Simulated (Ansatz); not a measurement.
The system is Ti3Se.

```
Se Ti
1.0
     3.19745    0.00000    0.00000
    -1.59872    2.76907    0.00000
     0.00000    0.00000    7.94275
Se Ti
1 3
Direct
  0.00000 0.00000 0.00000
  0.66667 0.33333 0.50000
  0.33333 0.66667 0.77290
  0.33333 0.66667 0.22710
```

The cell comes from a database or a generator and needn't be the stable form of this composition.

| Property | Result |
| --- | --- |
| Program | Ansatz 0.2.0 |
| Task | relaxation of cell and atoms |
| Functional | PBEsol |
| Potentials or basis | Ansatz PAW |
| Cutoff | 420 eV (not typed: the program's choice for these potentials) |
| k mesh | 10 × 10 × 4 |
| Occupations | fermi-dirac, width 0.05 eV |
| Spin | no spin polarisation |

At the start: volume 17.58 Å³/atom.

Question: How do energy, volume and symmetry change on relaxing?

Answer: It ends after 5 steps and the volume is 16.90 Å³/atom (-3.9 %); space group P-6m2 (No. 187, to 0.05 Å).

Step by step:
| step | energy change (eV) | largest force (eV/Å) | volume (Å³) |
| --- | --- | --- | --- |
| 1 | 0.0000 | 0.0976 | 70.32 |
| 2 | -0.0381 | 0.0769 | 67.83 |
| 3 | -0.0390 | 0.0302 | 67.58 |
| 4 | -0.0391 | 0.0011 | 67.59 |
| 5 | -0.0388 | 0.0010 | 67.59 |

Final structure:
```
Se Ti
1.0
     3.15242    0.00000    0.00000
    -1.57621    2.73007    0.00000
     0.00000    0.00000    7.85403
Se Ti
1 3
Direct
  0.00000 0.00000 0.00000
  0.66667 0.33333 0.50000
  0.33333 0.66667 0.77264
  0.33333 0.66667 0.22736
```

Caveat: the plane-wave basis is chosen anew once the cell has moved, so the energies of steps on either side of that aren't comparable; the PAW data sets come from PBE, with cores solved anew for the run's functional, which leaves a small shift of forces and pressure.
